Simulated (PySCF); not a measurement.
# C4H4O2S: the cost of one run

Programs: PySCF 2.14.0, with routines of our own; each step states its level. All values are computed. Atoms count from 0.

## Step 1: The starting structure

11 atoms, charge 0, multiplicity 1; geometry from: GFN2-xTB.

## Step 2: Relaxing the molecule at PBE/def2-SVP

Job settings and geometry (Å):

```
{"job": {"xc": "PBE", "basis": "def2-SVP", "grid": 1, "kind": "geom"}, "charge": 0, "multiplicity": 1}
O      2.057020     0.261672     1.224644
S      1.325811    -0.117280     0.048783
O      2.070134    -0.625942    -1.068341
C      0.208808     1.201293    -0.466250
C     -1.035701     0.778060    -0.307912
C     -1.176655    -0.581499     0.217065
C     -0.041766    -1.216057     0.466802
H      0.565231     2.143162    -0.827551
H     -1.920182     1.353238    -0.533360
H     -2.162833    -0.990954     0.371320
H      0.115557    -2.203023     0.848835
```

Started as:

```sh
$ OMP_NUM_THREADS=1 python excited_run.py task.json out
```

One launch serves the whole session: the jobs run in the order shown.

Q: Estimate the wall time and peak memory of this first job on 1 thread of Arm Neoverse V2, shared host.

About 56 s, with a peak of 0.52 GiB.
